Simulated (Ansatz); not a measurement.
**CH8OSi3: one species, many methods**

An exercise on one series of results from a longer session: the logs are not shown, and one member is left open.

Computed with Ansatz 0.2.0, Gaussian basis. Level: functionals in def2-TZVPP, the program's frozen cores in correlated methods.

Levels to be run: LDA (SPW92), PBE-D4, revPBE-D4, BLYP-D4, r2SCAN-D4, B97M-V, PBE0-D4, B3LYP-D4, r2SCANh-D4, r2SCAN0-D4, HSE06-D4, BHLYP-D4, CAM-B3LYP-D4, LC-ωPBE, ωB97X-V, ωB97M-V, B2PLYP, PBE-QIDH; CCSD(T)/def2-SVP; CCSD(T)/def2-TZVPP; MP2/def2-QZVPP; extrapolation to the limit; RPA on PBE.

## The geometry

An earlier PBE0-D4 in a triple-zeta def2 set relaxation fixed the geometry.

SMILES `OC[SiH]1[SiH2][SiH2]1`, 13 atoms, charge 0, spin multiplicity 1.

Atoms are counted from 1 here; the program's logs count them from 0.

Bond lengths: O1–C2 1.416 Å, O1–H6 0.961 Å, C2–Si3 1.892 Å, C2–H7 1.099 Å, C2–H8 1.099 Å, Si3–Si4 2.331 Å, Si3–Si5 2.325 Å, Si3–H9 1.485 Å, Si4–Si5 2.334 Å, Si4–H10 1.484 Å, Si4–H11 1.486 Å, Si5–H12 1.484 Å, Si5–H13 1.485 Å. Angles: C2–O1–H6 108.7°, O1–C2–Si3 109.3°, O1–C2–H7 111.9°, O1–C2–H8 112.2°, Si3–C2–H7 108.0°, Si3–C2–H8 108.2°, H7–C2–H8 107.1°, C2–Si3–Si4 117.1°, C2–Si3–Si5 119.3°, C2–Si3–H9 114.2°, Si4–Si3–Si5 60.2°, Si4–Si3–H9 117.8°, Si5–Si3–H9 118.0°, Si3–Si4–Si5 59.8°, Si3–Si4–H10 119.9°, Si3–Si4–H11 118.1°, Si5–Si4–H10 119.6°, Si5–Si4–H11 117.5° and more.

The first run:

The input, in.yaml:

```yaml
crystal:
  periodic: [false, false, false]
  atoms:
    - {symbol: O, position_ang: [-1.912131, -0.076730, 1.880466]}
    - {symbol: C, position_ang: [-1.363095, -0.773961, 0.777601]}
    - {symbol: Si, position_ang: [0.457480, -0.299267, 0.581922]}
    - {symbol: Si, position_ang: [1.356274, -0.393889, -1.566939]}
    - {symbol: Si, position_ang: [1.005936, 1.667083, -0.529891]}
    - {symbol: H, position_ang: [-2.824872, -0.353784, 1.995708]}
    - {symbol: H, position_ang: [-1.417934, -1.863500, 0.911944]}
    - {symbol: H, position_ang: [-1.881585, -0.537440, -0.162040]}
    - {symbol: H, position_ang: [1.321465, -0.724302, 1.712542]}
    - {symbol: H, position_ang: [2.741493, -0.887774, -1.767222]}
    - {symbol: H, position_ang: [0.452202, -0.761388, -2.687150]}
    - {symbol: H, position_ang: [2.182501, 2.454695, -0.085393]}
    - {symbol: H, position_ang: [-0.097432, 2.515358, -1.046648]}
basis:
  gaussian: {orbitals: def2-TZVPP}
hamiltonian: {xc: lda}
output: {orbitals: {seedname: orbitals}}
```

Among the steps run: LDA; PBE-D4 (GGA); revPBE-D4 (GGA); BLYP-D4 (GGA); r2SCAN-D4 (meta-GGA); B97M-V (meta-GGA); PBE0-D4 (hybrid); B3LYP-D4 (hybrid); r2SCANh-D4 (hybrid); r2SCAN0-D4 (hybrid); HSE06-D4 (hybrid); BHLYP-D4 (hybrid); CAM-B3LYP-D4 (range-separated); LC-ωPBE (range-separated); ωB97X-V (range-separated); ωB97M-V (range-separated); B2PLYP (double hybrid); PBE-QIDH (double hybrid).

One table of the session follows, with a row left open; its other results are not shown here.

It belongs to the step «Frontier levels by functional». 

| functional | HOMO (eV) | gap (eV) |
| --- | --- | --- |
| LDA (SPW92) | -5.86 | 3.83 |
| PBE-D4 | -5.76 | 3.86 |
| revPBE-D4 | -5.71 | 3.88 |
| BLYP-D4 | -5.59 | 3.94 |
| r2SCAN-D4 | -5.96 | 4.22 |
| B97M-V | -6.03 | 4.17 |
| PBE0-D4 | -6.73 | 5.67 |
| B3LYP-D4 | -6.53 | 5.38 |
| r2SCANh-D4 | -6.32 | 4.88 |
| r2SCAN0-D4 | -6.86 | 5.86 |
| HSE06-D4 | -6.34 | 4.90 |
| BHLYP-D4 | -7.56 | 7.57 |
| CAM-B3LYP-D4 | -7.91 | 8.05 |
| LC-ωPBE | ? | ? |
| ωB97X-V | -8.87 | 9.92 |
| ωB97M-V | -8.66 | 9.47 |

Estimate the missing values for LC-ωPBE.

**Answer.** HOMO (eV): -9.17; gap (eV): 10.31. In the column «HOMO (eV)» it is the lowest.
